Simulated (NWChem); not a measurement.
**A workflow on the pair SiHSBr···CH2F2**

Wanted: a single-point energy (singlet CH3BrF2SSi, MP2/3-21G), then a single-point energy (singlet SiHSBr, MP2/3-21G), then the energy (singlet CH2F2, MP2/3-21G), then the energy (singlet SiHSBr, MP2/3-21G), then a single-point energy (singlet CH2F2, MP2/3-21G) of CH3BrF2SSi and its partners. 

Program for the calculation: NWChem 7.3.0.

### 1 Starting point

CH3BrF2SSi has 9 atoms, charge 0, and is taken as a singlet. The two molecules were placed rigidly side by side, at 1 times their contact distance; the pair isn't optimised.

Bond lengths: S1–Si2 2.132 Å, Si2–Br3 2.258 Å, F5–C6 1.351 Å, C6–F7 1.351 Å, S1–H4 1.347 Å, C6–H8 1.093 Å, C6–H9 1.094 Å. Angles: S1–Si2–Br3 97.0°, F5–C6–F7 108.6°, Si2–S1–H4 93.1°, F5–C6–H8 108.8°, F5–C6–H9 108.8°, F7–C6–H8 108.8°, F7–C6–H9 108.8°, H8–C6–H9 113.0°.

### 2 The energy at MP2/3-21G (run 1)

The input, work.nw:

```
start work
title "CH3BrF2SSi"
memory 2200 mb
charge 0

geometry units angstroms noautosym nocenter noautoz
 S     -0.113980     0.973980    -0.579620
 Si    -0.312680    -0.893820     0.428880
 Br     1.842620    -1.090320     1.072370
 H     -1.415980     1.010180    -0.921620
 F     -2.539580     1.280320    -3.367100
 C     -3.496070     0.993590    -4.277770
 F     -3.769580    -0.328400    -4.214790
 H     -4.401240     1.552640    -4.025370
 H     -3.113430     1.226620    -5.275310
end

basis spherical bse
 * library 3-21G
end

scf
 singlet
 rhf
 thresh 1e-08
 maxiter 80
 print low
end

mp2
 freeze core 22
 tight
end

task mp2 energy
```

Run with:

```bash
$ nwchem work.nw > work.out
```

Output:

```text
[...]
  functions       =    81
[...]
  wavefunction    = RHF
[...]
         Total SCF energy =  -3480.224443676417
      One-electron energy =  -5850.735091829218
      Two-electron energy =   1867.343571222231
 Nuclear repulsion energy =    503.167076930570
        Time for solution =      6.0s
[...]
          Total MP2 energy         -3480.679443533524
[...]
```

It took 8.4 s on 1 thread of Intel Xeon Platinum 8488C (Sapphire Rapids), shared host; peak memory 0.19 GiB.

### 3 SiHSBr: a single-point energy at MP2/3-21G (run 2)

The input, m1.nw:

```
start m1
title "BrHSSi mp2"
memory 2200 mb

geometry units angstrom noautosym nocenter noautoz
 S       -0.113980       0.973980      -0.579620
 Si      -0.312680      -0.893820       0.428880
 Br       1.842620      -1.090320       1.072370
 H       -1.415980       1.010180      -0.921620
end

basis spherical bse
 S library 3-21G
 Si library 3-21G
 Br library 3-21G
 H library 3-21G
end

scf
 thresh 1e-08
 maxiter 80
 print low
end

mp2
 freeze core 19
 tight
end

task mp2
```

Run with:

```bash
$ nwchem m1.nw > m1.out
```

Output:

```text
[...]
  functions       =    50
[...]
  wavefunction    = RHF
[...]
         Total SCF energy =  -3243.614166239286
      One-electron energy =  -5063.782066038482
      Two-electron energy =   1546.227130348197
 Nuclear repulsion energy =    273.940769451000
        Time for solution =      2.9s
[...]
          Total MP2 energy         -3243.747153758668
[...]
```

Run time: 4.5 s. Hardware: 1 thread of Intel Xeon Platinum 8488C (Sapphire Rapids), shared host; peak memory 0.1 GiB.

### 4 CH2F2: the energy at MP2/3-21G (run 3)

The input, mol.nw:

```
start mol
title "CH2F2"
memory 2200 mb
geometry units angstrom noautosym nocenter noautoz
 F    -2.539580    1.280320   -3.367100
 C    -3.496070    0.993590   -4.277770
 F    -3.769580   -0.328400   -4.214790
 H    -4.401240    1.552640   -4.025370
 H    -3.113430    1.226620   -5.275310
end
basis spherical bse
 * library 3-21G
end
scf
 thresh 1e-08
 maxiter 80
 print low
end
mp2
 freeze core 3
 tight
end
task mp2
```

Run with:

```bash
$ nwchem mol.nw > mol.out
```

Output:

```text
[...]
  functions       =    31
[...]
  wavefunction    = RHF
[...]
         Total SCF energy =   -236.607676714740
      One-electron energy =   -483.181574906292
      Two-electron energy =    169.105807963890
 Nuclear repulsion energy =     77.468090227662
        Time for solution =      0.3s
[...]
          Total MP2 energy          -236.929335029841
[...]
```

Wall time 1.2 s (1 thread of Intel Xeon Platinum 8488C (Sapphire Rapids), shared host); peak memory 0.099 GiB.

### 5 SiHSBr among ghost functions: the energy at MP2/3-21G (with ghost functions) (run 4)

The input, brhssi.nw:

```
start brhssi
memory total 2200 mb

geometry units atomic noautosym nocenter noautoz
S   -0.21539098   1.84055545  -1.09532306
Si  -0.59087956  -1.68907500   0.81046574
Br   3.48204715  -2.06040619   2.02648560
H   -2.67581440   1.90896354  -1.74160939
bqF     -4.799111     2.419454    -6.362897
bqC     -6.606615     1.877613    -8.083814
bqF     -7.123474    -0.620586    -7.964799
bqH     -8.317138     2.934064    -7.606847
bqH     -5.883530     2.317976    -9.968891
end

basis "ao basis" spherical bse
S library 3-21G
Si library 3-21G
Br library 3-21G
H library 3-21G
bqF library F 3-21G
bqC library C 3-21G
bqH library H 3-21G
end

scf
thresh 1e-08
maxiter 80
noprint "final vectors analysis"
end

mp2
freeze core 19
tight
end

task mp2 energy
```

Run with:

```bash
$ nwchem brhssi.nw > brhssi.out
```

Output:

```text
[...]
  functions       =    81
[...]
  wavefunction    = RHF
[...]
         Total SCF energy =  -3243.614211868436
      One-electron energy =  -5063.779321934085
      Two-electron energy =   1546.224360078792
 Nuclear repulsion energy =    273.940749986858
        Time for solution =      4.7s
[...]
          Total MP2 energy         -3243.747216688439
[...]
```

Run time: 7.2 s. Hardware: 1 thread of Intel Xeon Platinum 8488C (Sapphire Rapids), shared host; peak memory 0.17 GiB.

### 6 CH2F2 among ghost functions: the energy at MP2/3-21G (with ghost functions) (run 5)

The input, test.nw:

```
start test
memory total 2200 mb
geometry units au noautosym nocenter noautoz
  F  -4.79911067  2.41945415 -6.36289683
  C  -6.60661481  1.87761298 -8.08381372
  F  -7.12347380 -0.62058606 -7.96479877
  H  -8.31713821  2.93406437 -7.60684685
  H  -5.88353001  2.31797586 -9.96889112
  bqS     -0.215391     1.840555    -1.095323
  bqSi    -0.590880    -1.689075     0.810466
  bqBr     3.482047    -2.060406     2.026486
  bqH     -2.675814     1.908964    -1.741609
end
basis spherical bse
  F library 3-21G
  C library 3-21G
  H library 3-21G
  bqS library S 3-21G
  bqSi library Si 3-21G
  bqBr library Br 3-21G
  bqH library H 3-21G
end
scf
  thresh 1e-08
  maxiter 80
  print low
end
mp2
  freeze core 3
  tight
end
task mp2 energy
```

Run with:

```bash
$ nwchem test.nw > test.out
```

Output:

```text
[...]
  functions       =    81
[...]
  wavefunction    = RHF
[...]
         Total SCF energy =   -236.609011830572
      One-electron energy =   -483.160075184783
      Two-electron energy =    169.082978693511
 Nuclear repulsion energy =     77.468084660699
        Time for solution =      3.5s
[...]
          Total MP2 energy          -236.930978356564
[...]
```

Wall time 5.7 s (1 thread of Intel Xeon Platinum 8488C (Sapphire Rapids), shared host); peak memory 0.17 GiB.

### 7 Summary of results

```
                                                                                                                   quantity           value
                                                                                             run 1, MP2/3-21G: total energy  -3480.67944 Eh
                                                             run 1, MP2/3-21G: correlation energy (22 core orbitals frozen)      -455.0 mEh
                                                                                                       SiHSBr: total energy  -3243.74715 Eh
                                                                       SiHSBr: correlation energy (19 core orbitals frozen)      -133.0 mEh
                                                                                                        CH2F2: total energy   -236.92934 Eh
                                                                         CH2F2: correlation energy (3 core orbitals frozen)      -321.7 mEh
                                                                                 SiHSBr among ghost functions: total energy  -3243.74722 Eh
                                                 SiHSBr among ghost functions: correlation energy (19 core orbitals frozen)      -133.0 mEh
                                                                                  CH2F2 among ghost functions: total energy   -236.93098 Eh
                                                   CH2F2 among ghost functions: correlation energy (3 core orbitals frozen)      -322.0 mEh
              interaction energy of the rigid parts SiHSBr and CH2F2 (parts in their own basis; closest atoms 2.70 Å apart)       -0.080 eV
interaction energy of the rigid parts SiHSBr and CH2F2 (parts in the whole basis, counterpoise; closest atoms 2.70 Å apart)       -0.034 eV
```

What this shows: The interaction energy of the rigid parts SiHSBr and CH2F2 (parts in their own basis; closest atoms 2.70 Å apart) is −0.08 eV (−1.9 kcal/mol): the parts attract. Without counterpoise this holds the superposition error of the basis. The interaction energy of the rigid parts SiHSBr and CH2F2 (parts in the whole basis, counterpoise; closest atoms 2.70 Å apart) is −0.03 eV (−0.8 kcal/mol): the parts attract. The basis-set superposition error is 4.5 kJ/mol.
